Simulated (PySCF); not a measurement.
# Al(OH)3: singlet, from a trigonal planar start

Aim: relax Al(OH)3 as a singlet from a trigonal planar start, check by its vibrations whether the end is a minimum, and collect its spectrum and constants.

Method: PBE0, basis Al def2-TZVP, O def2-TZVP, H def2-TZVP, no relativity, density fitting; program: PySCF 2.14.0.

## (1) The starting structure

7 atoms, charge 0, spin multiplicity 1.

Bond lengths: Al1–O2 1.890 Å, Al1–O3 1.890 Å, Al1–O4 1.890 Å, O2–H5 0.960 Å, O3–H6 0.960 Å, O4–H7 0.960 Å. Angles: O2–Al1–O3 120.0°, O2–Al1–O4 120.0°, O3–Al1–O4 120.0°, Al1–O2–H5 130.0°, Al1–O3–H6 130.0°, Al1–O4–H7 130.0°.

```xyz
7
charge 0 multiplicity 1
Al    0.0000    0.0000    0.0000
O     1.8900    0.0000    0.0000
O    -0.9450    1.6368    0.0000
O    -0.9450   -1.6368    0.0000
H     2.5071   -0.7354    0.0000
H    -0.6167    2.5389    0.0000
H    -1.8904   -1.8035    0.0000
```

## (2) Finding the electronic state

The steps below are one call of a driver around PySCF. For each, scf.py gives the equivalent set-up of the SCF; relaxations use the driver's own optimiser. After this first run the driver tries any further starts and a stability analysis.

Input file scf.py:

```python
from pyscf import gto, scf, dft
mol = gto.M(atom='''
Al     0.000000     0.000000     0.000000
O      1.890000     0.000000     0.000000
O     -0.945000     1.636800     0.000000
O     -0.945000    -1.636800     0.000000
H      2.507100    -0.735400     0.000000
H     -0.616700     2.538900     0.000000
H     -1.890400    -1.803500     0.000000''',
    basis={'Al': 'def2-TZVP', 'O': 'def2-TZVP', 'H': 'def2-TZVP'},
    charge=0, spin=0)
mf = dft.RKS(mol, xc='PBE0')
mf.grids.atom_grid = (50, 194)
aux = {'Al': 'def2-universal-JKFIT', 'O': 'def2-universal-JKFIT', 'H': 'def2-universal-JKFIT'}
mf = mf.density_fit(auxbasis=aux)
mf.conv_tol = 1e-08
mf.diis_space = 10
mf.max_cycle = 60
mf.init_guess = 'minao'
mf.verbose = 4
mf.kernel()
```

Command:

```
OMP_NUM_THREADS=4 python axn.py task.json out
```

The runs that follow: Relaxation: trigonal planar start, singlet; Hessian and properties.

What does the calculation give? Wanted: minimum; geometry; wavenumbers; dipole moment; highest occupied, lowest empty level; polar-tensor charge of Al1; zero-point energy; atomisation energy.

As calculated:

```
                                 quantity                                                                                                    value
                                  minimum                                                                                             singlet, C3h
                                 geometry                              Al–O 1.689 Å (×3), O–H 0.956 Å (×3); Al–O–H 122.4° (×3), O–Al–O 120.0° (×3)
                       wavenumbers (cm⁻¹)  223 (e'), 283 (a''), 325 (a''), 355 (e''), 635 (a'), 649 (e'), 712 (a'), 944 (e'), 3965 (e'), 3966 (a')
                            dipole moment                                                                                                   0.00 D
     highest occupied, lowest empty level                                                                                          -9.02, -0.43 eV
               polar-tensor charge of Al1                                                                                                  +1.69 e
                        zero-point energy                                                                                             108.8 kJ/mol
                      entropy at 298.15 K                                                                                          304.1 J/(mol K)
atomisation energy (no zero-point energy)                                                                                              2705 kJ/mol
```

**Reading.** The molecule stays C3h, as typed, and the end point is a minimum. The strongest infrared band lies at 649 cm⁻¹ (e'). The dipole vanishes although Al1 carries +1.7 e by the polar tensor: the bond dipoles cancel. Only this shape and spin were tried, so other structures or states may lie lower.
